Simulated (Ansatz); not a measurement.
# AlH₅OSe (built from SMILES [OH][AlH2].[SeH2]): a short trajectory

The task is to watch the atoms for 80 steps of 1.0 fs, started with velocities for 300 K and run with a Nosé-Hoover thermostat, and see to which side of the barrier the system falls.

Program: Ansatz 0.2.0, Gaussian basis. Level of theory: SPW92/def2-SVP. These are calculated values, not measurements.

### 1 The starting structure

The start, a first-order saddle point found at PBE0-D4 in triple zeta: 8 atoms, charge 0, spin multiplicity 1.

Atoms are counted from 1 here; the program's logs count them from 0.

Bond lengths: Al1–O2 1.802 Å, Al1–H3 1.587 Å, Al1–H4 1.581 Å, Al1–Se6 2.612 Å, O2–H7 0.959 Å, H5–Se6 1.622 Å, Se6–H8 1.468 Å. Angles: O2–Al1–H3 113.3°, O2–Al1–H4 114.4°, O2–Al1–Se6 80.3°, H3–Al1–H4 124.5°, H3–Al1–Se6 106.9°, H4–Al1–Se6 107.5°, Al1–O2–H7 121.9°, Al1–Se6–H5 55.5°, Al1–Se6–H8 92.8°, H5–Se6–H8 91.6°.

As a file:

```mol
AlH5OSe
  3D, bonds by distance, orders not assigned

  8  7  0  0  0  0  0  0  0  0999 V2000
   -0.4438    0.7866   -0.3462 Al  0  0
    1.0301   -0.1356   -0.8215 O   0  0
   -1.6268    0.6629   -1.3962 H   0  0
   -0.1568    2.0687    0.5340 H   0  0
    0.5121   -1.0798    0.1646 H   0  0
   -0.6554   -1.2478    1.2785 Se  0  0
    1.1650   -0.4488   -1.7182 H   0  0
    0.1758   -0.6064    2.3050 H   0  0
  1  2  8  0
  1  3  8  0
  1  4  8  0
  1  6  8  0
  2  7  8  0
  5  6  8  0
  6  8  8  0
M  END
```

### 2 Dynamics

Input file md/in.yaml:

```yaml
crystal:
  periodic: [false, false, false]
  atoms:
    - {symbol: Al, position_ang: [-0.443823, 0.786600, -0.346178]}
    - {symbol: O, position_ang: [1.030117, -0.135608, -0.821466]}
    - {symbol: H, position_ang: [-1.626815, 0.662911, -1.396214]}
    - {symbol: H, position_ang: [-0.156838, 2.068709, 0.534025]}
    - {symbol: H, position_ang: [0.512100, -1.079771, 0.164571]}
    - {symbol: Se, position_ang: [-0.655448, -1.247764, 1.278531]}
    - {symbol: H, position_ang: [1.164971, -0.448822, -1.718232]}
    - {symbol: H, position_ang: [0.175837, -0.606355, 2.304963]}
basis:
  gaussian: {orbitals: def2-SVP}
hamiltonian: {xc: lda}
md: {n_steps: 80, timestep: 1.0, temperature: 300, ensemble: nvt_nose_hoover, seed: 856, initial_velocities: maxwell_boltzmann}
```

Run with:

```bash
$ ansatz run in.yaml --threads 4 --pin off --events-out ev --progress --plain --max-ram 9574MiB
```

What does the calculation give? Wanted: temperature at the start; mean temperature, second half; lowest and highest potential energy, from the first frame; largest change of potential + kinetic; bonds lost by distance.

**Answer**, as computed:

| quantity | value |
| --- | --- |
| length | 80 steps, 80.0 fs |
| temperature at the start | 300 K |
| mean temperature, second half | 402 K |
| lowest and highest potential energy, from the first frame | -318 and 109 meV |
| largest change of potential + kinetic | 70.3 meV |
| bonds lost by distance | H5–Se6 |

By the last frame it has moved towards the side where Al1–Se6, O2–H5 form. The system runs downhill by 0.32 eV, and that energy turns into motion. The thermostat trades energy with the molecule, so the sum of potential and kinetic energy isn't conserved: it changes by -57 meV over the run. The mean temperature of the second half is still well above the 300 K set. The instant temperature ranges from 131 to 670 K, as energy passes between motion and strain.
